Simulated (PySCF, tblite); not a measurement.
# C3H8BrGeN: geometry, infrared bands and NMR shifts

Aim: predict the infrared bands and NMR shifts of C3H8BrGeN (`C=[CH][Ge@H]([Br])[NH]C`).

The runs use tblite 0.8.0 and PySCF 2.14.0, with density-fitted response routines of our own; the level of theory stands in each step. All values are computed, except where a source is named. Atoms count from 0, in the outputs and in this text.

## 1. The starting structure

14 atoms, charge 0, multiplicity 1; geometry from: force field or distance geometry start.

Bonds of the start (Å): C0–C1 1.33, C1–Ge2 1.94, Ge2–Br3 2.32, Ge2–N4 1.87, N4–C5 1.46, C0–H6 1.10, C0–H7 1.09, C1–H8 1.07, Ge2–H9 1.54, N4–H10 1.04, C5–H11 1.11, C5–H12 1.11, C5–H13 1.12.

## 2. Geometry optimisation with GFN2-xTB

What the job is given:

```
{"job": {"kind": "relax", "xc": "GFN2-xTB", "basis": "xTB"}, "charge": 0, "multiplicity": 1}
C     -2.084400     0.756800    -0.054700
C     -1.223700     0.316700    -0.963800
Ge    -0.004000    -1.129000    -0.522300
Br    -1.243400    -3.017700     0.009500
N      1.060900    -0.648400     0.937400
C      1.895400     0.485200     0.547800
H     -2.765300     1.575300    -0.310700
H     -2.137400     0.325500     0.941900
H     -1.173000     0.757800    -1.939900
H      0.877700    -1.431000    -1.749600
H      0.417300    -0.330900     1.690300
H      2.562400     0.202200    -0.292100
H      1.273300     1.364000     0.275100
H      2.543500     0.772900     1.409000
```

On the command line:

```
$ OMP_NUM_THREADS=1 python probes_run.py task.json out
```

One launch serves the whole session: the jobs run in the order shown.

**Question.** This job is followed by: GFN2-xTB harmonic vibrations, gas phase; GIAO PBE0/pcSseg-1 NMR shielding, non-relativistic, gas phase. What will the session give for the following? strongest single infrared mode (GFN2-xTB); zero-point energy (GFN2-xTB); ¹³C shifts against TMS (PBE0/pcSseg-1); ¹H shifts against TMS (PBE0/pcSseg-1, means over atoms taken as alike); ⁷³Ge shifts against GeMe4 (PBE0/pcSseg-1); ⁷⁹Br shifts against HBr (PBE0/pcSseg-1); ¹⁵N shifts against NH3 (PBE0/pcSseg-1).

As calculated:

| quantity | value |
| --- | --- |
| strongest single infrared mode (GFN2-xTB) | 1838 cm⁻¹, 351 km/mol |
| zero-point energy (GFN2-xTB) | 63.5 kcal/mol |
| ¹³C shifts against TMS (PBE0/pcSseg-1) | 143.2, 142.0, 34.2 ppm |
| ¹H shifts against TMS (PBE0/pcSseg-1, means over atoms taken as alike) | 6.61, 6.58, 6.53, 5.80, 2.94, 0.34 ppm |
| ⁷³Ge shifts against GeMe4 (PBE0/pcSseg-1) | 42 ppm |
| ⁷⁹Br shifts against HBr (PBE0/pcSseg-1) | -150 ppm |
| ¹⁵N shifts against NH3 (PBE0/pcSseg-1) | 42.3 ppm |

In words: Relaxing lowered the energy by 0.290 eV in 158 steps; the close pair that moved most is Ge2–N4, from 1.870 to 1.823 Å. All 36 modes are real, so the xTB geometry is a minimum. The strongest single mode, at 1838 cm⁻¹, moves mainly H9. GFN2-xTB is a fitted tight-binding method: band positions and strengths are rough. Its intensities can rank the bands wrongly. The most deshielded carbon is C1 (alkene CH), at 143.2 ppm: an sp2 carbon of a C=C bond. At PBE0/pcSseg-1: The largest span, 421 ppm, is at Br3, where the paramagnetic term is -353 ppm. Spin-orbit coupling is left out, which matters for shieldings and couplings at and beside the heavy atoms.
